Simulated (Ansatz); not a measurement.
Which YAML input does this script hand to the engine? (the Ansatz DFT code, driven from Python)

Interactive session:
```pycon
>>> import json
>>> import warnings
>>> import ansatz
>>> from ase import Atoms
>>> from ase.data import atomic_numbers
>>> from ase.neighborlist import neighbor_list
>>> import numpy as np
>>> from pymatgen.core import Structure
>>> import spglib
>>> config = {
...     'scf_tol': 1e-10,
...     'ecut': 470,
...     'smearing_width': 0.05,
...     'kspacing': 0.24,
...     'force_tol': 0.01,
... }
>>> def edges_and_angles(cell):
...     cell = np.asarray(cell)
...     a, b, c = np.linalg.norm(cell, axis=1)
...     cosines = cell[1] @ cell[2] / (b * c), cell[0] @ cell[2] / (a * c), cell[0] @ cell[1] / (a * b)
...     return (a, b, c, *np.degrees(np.arccos(cosines)))
...
>>> warnings.simplefilter('ignore', ansatz.DeckWarning)
>>> xtal = (
...     ansatz.Lattice.of([-1.89465182, 1.89465182, 1.89465182], [1.89465182, -1.89465182, 1.89465182], [1.89465182, 1.89465182, -1.89465182])
...     .atom('Sn', [0.0, 0.0, 0.0])
... )
>>> len(xtal.resolved().sites)
1
>>> calculation = (
...     xtal.calculation()
...     .scf(tolerance=config['scf_tol'])
...     .functional(ansatz.Functional.LDA)
...     .basis(config['ecut'])
...     .occupations(ansatz.OccupationsMethod.FERMI_DIRAC, width=config['smearing_width'])
...     .kpoints(spacing=config['kspacing'])
...     .relax(force_tolerance=config['force_tol'], fix_cell=['c', 'angles'], stress_tolerance=0.05)
... )
>>> result = calculation.run(threads=1, backend='cpu', events_out='stream.ndjson')
>>> with open('stream.ndjson') as stream:
...     events = [json.loads(line) for line in stream]
...
>>> steps = [e['data'] for e in events if e['event'] == 'relax_step']
>>> data = result.report
>>> [(site.symbol, site.position_frac.round(4).tolist()) for site in result.lattice.sites]
[(<Element.SN: 'Sn'>, [0.0, 0.0, 0.0])]
>>> data['kweights']
[0.001, 0.002, 0.002, 0.002, 0.002, 0.001, 0.004, 0.004, 0.004, 0.004, 0.004, 0.004, 0.004, 0.004, 0.004, 0.004, 0.004, 0.004, 0.004, 0.004, 0.004, 0.004, 0.004, 0.004, 0.004, 0.004, 0.004, 0.004, 0.004, 0.004, 0.004, 0.004, 0.004, 0.004, 0.004, 0.004, 0.004, 0.004, 0.004, 0.004, 0.004, 0.004, 0.004, 0.004, 0.004, 0.004, 0.002, 0.004, 0.004, 0.004, 0.004, [...]
>>> print('step   energy (eV)     max comp. (eV/A)   P (GPa)  SCF')
step   energy (eV)     max comp. (eV/A)   P (GPa)  SCF
>>> for s in steps:
...     print(f'{s["step"]:4d} {s["lagrangian_ev"]:15.5f} {s["allowed_force_max_ev_ang"]:12.4f} {s["pressure_gpa"]:10.3f} {s["n_scf"]:5d}')
...
   1     -5879.45686       0.0000     -3.400     9
   2     -5879.47829       0.0000     -1.052     7
   3     -5879.47920       0.0000      1.231     6
   4     -5879.48071       0.0000      0.225     6
   5     -5879.48072       0.0000      0.176     4
   6     -5879.48062       0.0000      0.175     3
>>> first, last = steps[0], steps[-1]
>>> symbols = [site.symbol for site in result.lattice.sites]
>>> print(f'energy gained {first["lagrangian_ev"] - last["lagrangian_ev"]:.4f} eV in {len(steps) - 1} steps')
energy gained 0.0238 eV in 5 steps
>>> for label, vectors in (('before', first['cell_ang']), ('after', result.lattice.cell_ang)):
...     print(label, 'a b c (A) {:.4f} {:.4f} {:.4f}  angles {:.2f} {:.2f} {:.2f}'.format(*edges_and_angles(vectors)), f' V = {abs(np.linalg.det(vectors)):.3f} A^3')
...
before a b c (A) 3.2816 3.2816 3.2816  angles 109.47 109.47 109.47  V = 27.205 A^3
after a b c (A) 3.1673 3.1673 3.2816  angles 109.47 109.47 109.47  V = 25.342 A^3
>>> print('final stress xx yy zz (GPa, compression positive):', np.round(np.diag(data['stress_gpa']), 3) + 0.0)
final stress xx yy zz (GPa, compression positive): [ 0.659  0.659 -0.795]
>>> print('atom   start x y z (A)              end x y z (A)')
atom   start x y z (A)              end x y z (A)
>>> for symbol, a, b in zip(symbols, first['positions_ang'], last['positions_ang']):
...     print(f'{symbol:3s}', ' '.join(f'{v:8.4f}' for v in a), '  ', ' '.join(f'{v:8.4f}' for v in b))
...
Sn    0.0000   0.0000   0.0000      0.0000   0.0000   0.0000
>>> final = Atoms(symbols, positions=last['positions_ang'], cell=result.lattice.cell_ang, pbc=True)
>>> i, j, d = neighbor_list('ijd', final, 4.5)
>>> print('neighbours within 1.15 times the shortest distance of each atom (A)')
neighbours within 1.15 times the shortest distance of each atom (A)
>>> for atom in range(len(final)):
...     near = [m for m in np.argsort(d) if i[m] == atom]
...     shell = [m for m in near if d[m] < 1.15 * d[near[0]]]
...     print(f'{symbols[atom]}{atom} ({len(shell)}):', ', '.join(f'{symbols[j[m]]} {d[m]:.3f}' for m in shell))
...
Sn0 (8): Sn 3.167, Sn 3.167, Sn 3.167, Sn 3.167, Sn 3.207, Sn 3.207, Sn 3.282, Sn 3.282
>>> fractions = [site.position_frac for site in result.lattice.sites]
>>> numbers = [atomic_numbers[s] for s in symbols]
>>> for tolerance in (1e-3, 1e-2, 1e-1):
...     print(f'space group at {tolerance} A:', spglib.get_spacegroup((result.lattice.cell_ang, fractions, numbers), symprec=tolerance))
...
space group at 0.001 A: C2/m (12)
space group at 0.01 A: C2/m (12)
space group at 0.1 A: R-3m (166)
>>> change = np.array(last['positions_ang']) @ np.linalg.inv(last['cell_ang']) - np.array(first['positions_ang']) @ np.linalg.inv(first['cell_ang'])
>>> moved = np.linalg.norm(change @ np.array(last['cell_ang']), axis=1)
>>> print('displacement within the cell, strain taken out (A):', ' '.join(f'{s}:{d:.3f}' for s, d in zip(symbols, moved)))
displacement within the cell, strain taken out (A): Sn:0.000
>>> n_atoms = len(data['lattice']['sites'])
>>> print('F =', round(data['free_energy_ev'], 4), 'eV for', n_atoms, 'atoms')
F = -5879.4806 eV for 1 atoms
>>> print('E(sigma -> 0) =', round(data['energy_sigma0_ev'], 4), 'eV, TS =', round(data['entropy_ts_ev'], 5), 'eV')
E(sigma -> 0) = -5879.4782 eV, TS = 0.00479 eV
>>> print('closed by', data['closed_by'], 'after', data['n_iterations'], 'iterations')
closed by deck_thresholds after 3 iterations
>>> used = data['setup']
>>> print('cutoffs (eV):', used['ecut_ev'], used['ecutrho_ev'], ' FFT grid:', used['fft_dense'])
cutoffs (eV): 470.0 1880.0  FFT grid: [24, 24, 24]
>>> print('cell volume {:.3f} A^3, {} symmetry operations'.format(used['cell_volume_ang3'], used['n_sym_ops']))
cell volume 25.342 A^3, 4 symmetry operations
>>> final = Structure(result.lattice.cell_ang, [s.symbol for s in result.lattice.sites], [s.position_frac for s in result.lattice.sites])
>>> for index, (site, neighbours) in enumerate(zip(final, final.get_all_neighbors(5.5))):
...     first = min(n.nn_distance for n in neighbours)
...     shell = [n for n in neighbours if n.nn_distance < 1.1 * first]
...     mean = sum(n.nn_distance for n in shell) / len(shell)
...     print(f'atom {index} {site.specie.symbol}: {len(shell)} neighbours within 1.1 of the shortest distance, mean {mean:.3f} A')
...
atom 0 Sn: 8 neighbours within 1.1 of the shortest distance, mean 3.206 A
```

`input.yaml`:
```yaml
crystal:
  lattice:
    - [-1.89465182, 1.89465182, 1.89465182]
    - [1.89465182, -1.89465182, 1.89465182]
    - [1.89465182, 1.89465182, -1.89465182]
  atoms:
    - { symbol: Sn, position: [0.0, 0.0, 0.0] }
basis:
  ecutwfc: 470.0
kpoints:
  mp_grid: { kspacing: 0.24 }
hamiltonian:
  xc: lda
scf:
  convergence: { dr2_threshold: 1.0e-10 }
  occupations: { method: fermi_dirac, width: 0.05 }
relax:
  f_tol: 0.01
  cell: { stress_tol: 0.05, fix: [c, angles] }
```

Launched from the shell:
```console
$ ansatz run input.yaml --threads 1 --pin off --max-ram 3072MiB --backend cpu --events-out ev --progress --plain --runs-dir out
Warning: crystal.symmetry: narrowed to the stabiliser of the fixed cell quantities (relax.cell.fix) — unitary ops 48 → 4. The narrowing is safe, since a smaller group never makes results wrong: the run goes on under it, on as many k-points as the starting group would need, or more. Excluded: 44 operations that would move a fixed cell quantity at a test [...]
Engine: ansatz 0.2.0, x86_64-unknown-linux-gnu
Pseudopotentials: kind: paw
Pseudopotential: Sn, paw, valence charge 14, recommended cutoff 420 eV (normal), Sn.paw.azcp
Functional definition: SPW92
  exchange = slater_x
  correlation = pw_c
Crystal: 1 atoms, lattice volume = 27.205 Å³
Basis set: ecut = 470 eV, 627 PW (Γ)
Bands: 11, of which v1, the nominal top of the filled ones, is band 7 counted from 1 (6 counted from 0)
Symmetry: 4 space group operations
k-points: 282 of 1000
Non-local potential: Sn, projectors of the file, l = 0: 2, l = 1: 2, l = 2: 2, l = 3: 2
PAW form: soft (Blöchl's): semilocal exchange-correlation on the pseudo side does not see the compensation charge
PAW frozen core: Sn, regenerated for the run's functional, and the local potential with it (the file was generated under x = pbe(κ = 0.804, μ = 0.2195149727645171), c = pbe(β = 0.06672455060314922))
PAW one-centre angular grid: Sn, 590 points (default); XC on 64 Gauss nodes
Initial density: superposition of atomic densities (neutral atoms: chi_scale 0, normalization atom), corrected by the library's trained network
Initial wavefunctions: pseudopotential atomic-orbital guess
Functional: x = slater, c = lda
SCF iter   1: F=—  HF=-5879.460230 eV  |F-HF|=—  |Δ(HF+E_count)|=         —  Δρ=6.59e-3  dr2=5.32e-3  ethr=1.77e-3  ⟨swp⟩=5.3  Hψ=18500  notcnv=0
preconditioner: auto → Kerker (q_TF=auto, 2.442 Å⁻¹)  [metal: Δε(μ)=0.007 eV  Ē_g=23.103 eV  σ=0.050 eV  W_gap=0.04  n_scr=12 (ndim 8)  ℏωp=26.6 eV  f_vac=0.000  D(μ)=0.89/eV (n_scr^D=12)]
SCF iter   2: F=—  HF=-5879.457417 eV  |F-HF|=—  |Δ(HF+E_count)|=   2.81e-3  Δρ=3.39e-3  dr2=1.50e-3  ethr=3.80e-5  ⟨swp⟩=2.0  Hψ=6824  notcnv=0  defer=20
SCF iter   3: F=—  HF=-5879.456902 eV  |F-HF|=—  |Δ(HF+E_count)|=   5.15e-4  Δρ=4.91e-4  dr2=9.48e-5  ethr=1.07e-5  ⟨swp⟩=2.0  Hψ=4464  notcnv=0  defer=20
SCF iter   4: F=—  HF=-5879.456895 eV  |F-HF|=—  |Δ(HF+E_count)|=   7.54e-6  Δρ=4.36e-4  dr2=2.89e-5  ethr=6.77e-7  ⟨swp⟩=2.0  Hψ=5048  notcnv=0  defer=20
SCF iter   5: F=—  HF=-5879.456863 eV  |F-HF|=—  |Δ(HF+E_count)|=   3.21e-5  Δρ=7.59e-5  dr2=8.13e-7  ethr=2.06e-7  ⟨swp⟩=2.0  Hψ=5031  notcnv=0  defer=20
SCF iter   6: F=—  HF=-5879.456862 eV  |F-HF|=—  |Δ(HF+E_count)|=   5.03e-7  Δρ=1.62e-5  dr2=1.15e-7  ethr=5.80e-9  ⟨swp⟩=2.0  Hψ=5003  notcnv=0  defer=20
SCF iter   7: F=—  HF=-5879.456862 eV  |F-HF|=—  |Δ(HF+E_count)|=   3.70e-8  Δρ=4.86e-6  dr2=9.33e-9  ethr=8.24e-10  ⟨swp⟩=2.0  Hψ=4595  notcnv=0  defer=20
SCF iter   8: F=—  HF=-5879.456862 eV  |F-HF|=—  |Δ(HF+E_count)|=   4.01e-9  Δρ=5.09e-7  dr2=1.05e-10  ethr=6.67e-11  ⟨swp⟩=2.0  Hψ=4771  notcnv=0  defer=20
SCF iter   9: F=-5879.456862 eV  HF=-5879.456862 eV  |F-HF|=9.09e-13  |Δ(HF+E_count)|=  3.27e-11  Δρ=2.89e-8  dr2=3.38e-13  ethr=1.00e-12  ⟨swp⟩=4.1  Hψ=9642  notcnv=0
SCF 1 converged in 9 iterations: F = -5879.456862 eV  dr2 = 3.38e-13
  greatest PAW one-centre occupation: 0.992 electrons in one spin orbital (limit 2), on the Sn atom at site 0 (counted from 0), in its partial waves of l = 2
relax step   1: F+E_penalty+E_count = -5879.45686199 eV  Δ(F+E_penalty+E_count) = +0.000e0 eV  max|allowed force component| = 0.000e0 eV/Å  Δτ_max = 0.0000 Å  P = -3.400 GPa  Ω = 27.205 Å³  fix = [c, alpha, beta, gamma]  reactions: c -4.156 GPa; alpha +1.336, beta +1.336, gamma +0.267 GPa/rad  (9 SCF iters, accepted)
Crystal: 1 atoms, lattice volume = 25.860 Å³
Basis set: ecut = 470 eV, 607 PW (Γ)
Initial density: handed on by an earlier stage of this run
Initial wavefunctions: those handed on with the density
iter 1 solved again at ethr=2.96e-6 eV; its pass at ethr=3.10e-3 eV (dr2=4.14e-4 eV) is discarded
SCF iter   1: F=—  HF=-5879.478421 eV  |F-HF|=—  |Δ(HF+E_count)|=         —  Δρ=1.30e-3  dr2=4.57e-4  ethr=2.96e-6  ⟨swp⟩=2.8  Hψ=31426  notcnv=0
preconditioner: auto → Kerker (q_TF=auto, 2.463 Å⁻¹)  [metal: Δε(μ)=0.023 eV  Ē_g=23.396 eV  σ=0.050 eV  W_gap=0.11  n_scr=12 (ndim 8)  ℏωp=27.3 eV  f_vac=0.000  D(μ)=0.68/eV (n_scr^D=0)]
SCF iter   2: F=—  HF=-5879.478341 eV  |F-HF|=—  |Δ(HF+E_count)|=   8.01e-5  Δρ=8.39e-4  dr2=1.81e-4  ethr=2.96e-6  ⟨swp⟩=1.0  Hψ=3108  notcnv=0
SCF iter   3: F=—  HF=-5879.478295 eV  |F-HF|=—  |Δ(HF+E_count)|=   4.62e-5  Δρ=1.51e-4  dr2=7.17e-6  ethr=1.30e-6  ⟨swp⟩=1.5  Hψ=3412  notcnv=0
SCF iter   4: F=—  HF=-5879.478293 eV  |F-HF|=—  |Δ(HF+E_count)|=   2.18e-6  Δρ=3.83e-5  dr2=2.05e-7  ethr=5.12e-8  ⟨swp⟩=2.8  Hψ=5146  notcnv=0
SCF iter   5: F=—  HF=-5879.478292 eV  |F-HF|=—  |Δ(HF+E_count)|=   7.14e-7  Δρ=3.94e-6  dr2=3.51e-9  ethr=1.46e-9  ⟨swp⟩=1.4  Hψ=3386  notcnv=0
SCF iter   6: F=—  HF=-5879.478292 eV  |F-HF|=—  |Δ(HF+E_count)|=  7.07e-10  Δρ=8.38e-7  dr2=1.69e-10  ethr=2.51e-11  ⟨swp⟩=2.4  Hψ=4691  notcnv=0
SCF iter   7: F=-5879.478292 eV  HF=-5879.478292 eV  |F-HF|=1.82e-12  |Δ(HF+E_count)|=  3.64e-12  Δρ=1.49e-7  dr2=5.61e-12  ethr=1.00e-12  ⟨swp⟩=4.0  Hψ=8907  notcnv=0
SCF 2 converged in 7 iterations: F = -5879.478292 eV  dr2 = 5.61e-12
relax step   2: F+E_penalty+E_count = -5879.47829191 eV  Δ(F+E_penalty+E_count) = -2.143e-2 eV  max|allowed force component| = 0.000e0 eV/Å  Δτ_max = 0.0000 Å  P = -1.052 GPa  Ω = 25.860 Å³  energy of the carried Pulay correction = +7.892e-5 eV  fix = [c, alpha, beta, gamma]  reactions: c -0.620 GPa; alpha +0.238, beta +0.238, gamma +0.556 GPa/rad  (7 SCF iters, accepted)
Crystal: 1 atoms, lattice volume = 24.946 Å³
Basis set: ecut = 470 eV, 583 PW (Γ)
iter 1 solved again at ethr=1.48e-6 eV; its pass at ethr=3.10e-3 eV (dr2=2.07e-4 eV) is discarded
SCF iter   1: F=—  HF=-5879.479264 eV  |F-HF|=—  |Δ(HF+E_count)|=         —  Δρ=9.11e-4  dr2=2.22e-4  ethr=1.48e-6  ⟨swp⟩=2.3  Hψ=31059  notcnv=0
preconditioner: auto → Kerker (q_TF=auto, 2.478 Å⁻¹)  [metal: Δε(μ)=0.036 eV  Ē_g=23.602 eV  σ=0.050 eV  W_gap=0.18  n_scr=12 (ndim 8)  ℏωp=27.8 eV  f_vac=0.000  D(μ)=0.52/eV (n_scr^D=0)]
SCF iter   2: F=—  HF=-5879.479223 eV  |F-HF|=—  |Δ(HF+E_count)|=   4.03e-5  Δρ=5.81e-4  dr2=8.95e-5  ethr=1.48e-6  ⟨swp⟩=1.0  Hψ=3102  notcnv=0
SCF iter   3: F=—  HF=-5879.479197 eV  |F-HF|=—  |Δ(HF+E_count)|=   2.62e-5  Δρ=8.40e-5  dr2=2.14e-6  ethr=6.40e-7  ⟨swp⟩=1.9  Hψ=3580  notcnv=0
SCF iter   4: F=—  HF=-5879.479195 eV  |F-HF|=—  |Δ(HF+E_count)|=   2.16e-6  Δρ=2.37e-5  dr2=8.05e-8  ethr=1.53e-8  ⟨swp⟩=2.8  Hψ=5136  notcnv=0
SCF iter   5: F=—  HF=-5879.479196 eV  |F-HF|=—  |Δ(HF+E_count)|=   4.13e-7  Δρ=2.56e-6  dr2=1.69e-9  ethr=5.75e-10  ⟨swp⟩=1.8  Hψ=3527  notcnv=0
SCF iter   6: F=-5879.479196 eV  HF=-5879.479196 eV  |F-HF|=1.82e-11  |Δ(HF+E_count)|=  1.73e-11  Δρ=5.06e-7  dr2=7.03e-11  ethr=1.00e-12  ⟨swp⟩=5.0  Hψ=10696  notcnv=0
SCF 3 converged in 6 iterations: F = -5879.479196 eV  dr2 = 7.03e-11
relax step   3: F+E_penalty+E_count = -5879.47919555 eV  Δ(F+E_penalty+E_count) = -9.036e-4 eV  max|allowed force component| = 0.000e0 eV/Å  Δτ_max = 0.0000 Å  P = +1.231 GPa  Ω = 24.946 Å³  energy of the carried Pulay correction = +1.349e-4 eV  fix = [c, alpha, beta, gamma]  reactions: c +1.419 GPa; alpha -0.576, beta -0.576, gamma +1.019 GPa/rad  (6 SCF iters, accepted)
[... 10 lines left out ...]
SCF 4 converged in 6 iterations: F = -5879.480713 eV  dr2 = 1.75e-11
relax step   4: F+E_penalty+E_count = -5879.48071274 eV  Δ(F+E_penalty+E_count) = -1.517e-3 eV  max|allowed force component| = 0.000e0 eV/Å  Δτ_max = 0.0000 Å  P = +0.225 GPa  Ω = 25.323 Å³  energy of the carried Pulay correction = +1.116e-4 eV  fix = [c, alpha, beta, gamma]  reactions: c +0.572 GPa; alpha -0.224, beta -0.224, gamma +0.829 GPa/rad  (6 SCF iters, accepted)
Crystal: 1 atoms, lattice volume = 25.342 Å³
iter 1 solved again at ethr=5.98e-10 eV; its pass at ethr=3.10e-3 eV (dr2=8.37e-8 eV) is discarded
SCF iter   1: F=—  HF=-5879.480715 eV  |F-HF|=—  |Δ(HF+E_count)|=         —  Δρ=1.93e-5  dr2=1.02e-7  ethr=5.98e-10  ⟨swp⟩=3.0  Hψ=29064  notcnv=0
preconditioner: auto → Kerker (q_TF=auto, 2.471 Å⁻¹)  [metal: Δε(μ)=0.016 eV  Ē_g=23.532 eV  σ=0.050 eV  W_gap=0.08  n_scr=12 (ndim 8)  ℏωp=27.6 eV  f_vac=0.000  D(μ)=0.57/eV (n_scr^D=0)]
SCF iter   2: F=—  HF=-5879.480715 eV  |F-HF|=—  |Δ(HF+E_count)|=   1.92e-8  Δρ=1.23e-5  dr2=4.15e-8  ethr=5.98e-10  ⟨swp⟩=1.0  Hψ=3106  notcnv=0
SCF iter   3: F=—  HF=-5879.480715 eV  |F-HF|=—  |Δ(HF+E_count)|=   1.21e-8  Δρ=1.71e-6  dr2=9.10e-10  ethr=2.97e-10  ⟨swp⟩=2.1  Hψ=3661  notcnv=0
SCF iter   4: F=-5879.480715 eV  HF=-5879.480715 eV  |F-HF|=1.09e-11  |Δ(HF+E_count)|=  1.79e-10  Δρ=5.02e-7  dr2=3.70e-11  ethr=1.00e-12  ⟨swp⟩=4.9  Hψ=10738  notcnv=0
SCF 5 converged in 4 iterations: F = -5879.480715 eV  dr2 = 3.70e-11
relax step   5: F+E_penalty+E_count = -5879.48071508 eV  Δ(F+E_penalty+E_count) = -2.339e-6 eV  max|allowed force component| = 0.000e0 eV/Å  Δτ_max = 0.0000 Å  P = +0.176 GPa  Ω = 25.342 Å³  energy of the carried Pulay correction = +1.104e-4 eV  fix = [c, alpha, beta, gamma]  reactions: c +0.529 GPa; alpha -0.206, beta -0.206, gamma +0.819 GPa/rad  (4 SCF iters, accepted)
Initial wavefunctions: pseudopotential atomic-orbital guess (no wavefunctions were taken with the density)
iter 1 solved again at ethr=2.15e-7 eV; its pass at ethr=3.10e-3 eV (dr2=3.01e-5 eV) is discarded
SCF iter   1: F=—  HF=-5879.480619 eV  |F-HF|=—  |Δ(HF+E_count)|=         —  Δρ=2.14e-5  dr2=1.10e-8  ethr=2.15e-7  ⟨swp⟩=2.8  Hψ=26459  notcnv=0
eigensolver tolerance schedule: the retry pair's looser diagonalisation over-reported the residual by 2729.95 of it (diagonalisation noise at 0.23 of the residual, at the tolerance the schedule requests for it); recorded, not acted on — ethr = c·dr2/N_el stays at c = 1.0e-1
SCF iter   2: F=—  HF=-5879.480619 eV  |F-HF|=—  |Δ(HF+E_count)|=   2.94e-7  Δρ=1.13e-5  dr2=3.11e-9  ethr=7.86e-11  ⟨swp⟩=2.3  Hψ=5174  notcnv=0
SCF iter   3: F=-5879.480619 eV  HF=-5879.480619 eV  |F-HF|=1.11e-10  |Δ(HF+E_count)|=   1.59e-8  Δρ=5.93e-7  dr2=7.06e-11  ethr=1.00e-12  ⟨swp⟩=3.0  Hψ=12133  notcnv=0
SCF 6 converged in 3 iterations: F = -5879.480619 eV  dr2 = 7.06e-11
relax step   6: F+E_penalty+E_count = -5879.48061889 eV  Δ(F+E_penalty+E_count) = +9.619e-5 eV  max|allowed force component| = 0.000e0 eV/Å  Δτ_max = 0.0000 Å  P = +0.175 GPa  Ω = 25.342 Å³  fix = [c, alpha, beta, gamma]  reactions: c +0.529 GPa; alpha -0.207, beta -0.207, gamma +0.818 GPa/rad  stress off target by 2.67e-3 GPa on what of the cell is left [...]
basis re-selected at this cell: Δ(F+E_penalty+E_count) = +9.619e-5 eV, ΔP = -0.002 GPa vs the last step (what re-selecting the basis moved, of the pressure what is left beyond the Pulay correction that the steps carried, after the strain that the cell walked since its last selection, with what the two solves' SCF thresholds leave and, on support functions, [...]
SCF converged after 3 iterations
Free energy (F): -5879.480619 eV
Harris-Foulkes:  -5879.480619 eV  (|F-HF|=1.11e-10)
Internal energy: -5879.475826 eV  (E = F + TS)
E sigma→0 (E₀):  -5879.478223 eV
Entropy (-TS):   -0.004792 eV (-4.792 meV/atom)
Fermi energy:    11.531115 eV
--- Per-component energies (eV) ---
  E_band       = -70.788705
  E_kinetic    = 188.181103
  E_local      = -779.835276  (includes V_loc(G=0)·N_el)
  E_nonlocal   = -28.273446
  E_hartree    = 500.781217
  E_xc         = -379.866583
  E_vxc        = -99.570740  (∫ρ·V_xc dr)
  E_paw        = -3993.463246  (= ΣΔE_a)
  E_vpaw       = -352.853142  (= ΣTr[D̂ρ^β])
  E_aug_tail   = -0.000000  (compensation charges beyond the density's cutoff)
  E_ewald      = -1387.424493
  E_core_change = 0.424898  (= ΣΔE_core)
  E_smearing   = -0.004792  (= −TS)
  E_closure    = 0.000000  (closes the sum)
  Σ components = -5879.480619   (vs F -5879.480619, Δ=0.00e0)
--- Forces (eV/Å), atoms counted from 1 ---
  atom   1  Sn    -0.00000000     0.00000000    -0.00000000
  max |Σ_I F_I| component: 3.16e-30 eV/Å
--- Stress (GPa, compression-positive) ---
        0.659489      -0.206971      -0.068449
       -0.206971       0.659489      -0.068449
       -0.068449      -0.068449      -0.795008
  P = ⅓ Tr σ = 0.1747 GPa (1.747 kbar)
--- Relaxed structure (5 steps of the walk, 5 accepted, 1 SCFs on fresh bases) ---
  F+E_penalty+E_count = -5879.48061889 eV   max|allowed force component| = 0.000e0 eV/Å   (the final SCF, on the basis selected at the relaxed cell)
  cell:  # Å, volume = 25.3425 Å³
    - [-1.8448539454558988, 1.8124388399184441, 1.8285027372017542]
    - [1.8124388399184441, -1.8448539454558988, 1.8285027372017542]
    - [1.9112955474838003, 1.9112955474838003, -1.8609178427392088]
  atoms:
    - { symbol: Sn, position: [0.0, 0.0, 0.0] }
```

Absolute energies stand on the zero of these potentials, so only differences at equal settings mean something. A total without «per atom» is that of the cell as typed. Part of the cell is held or a pressure is applied, so the end point needn't be the zero-pressure lattice. For a metal this k-point mesh is coarse: on a finer one energies can move by several to tens of meV an atom and pressures by half a GPa or more, differences at one mesh by less. Energies along a relaxation are free energies. Rows at an unchanged volume are solved on a plane-wave basis chosen afresh for that cell, so the energy jumps there and such rows are no steps of the walk. Edges and angles are those of the cell as typed, here a primitive one, not of the conventional cell. The cell relaxed to the group C2/m; tensors and edges are in the axes of the typed cell. This isn't the structure that Sn takes at ambient conditions. The script silences the warnings on its input, which a real study should read. It ran for 22 s on 1 thread of Intel(R) Xeon(R) Processor @ 2.30GHz, on a shared host, peak memory 0.63 GiB.
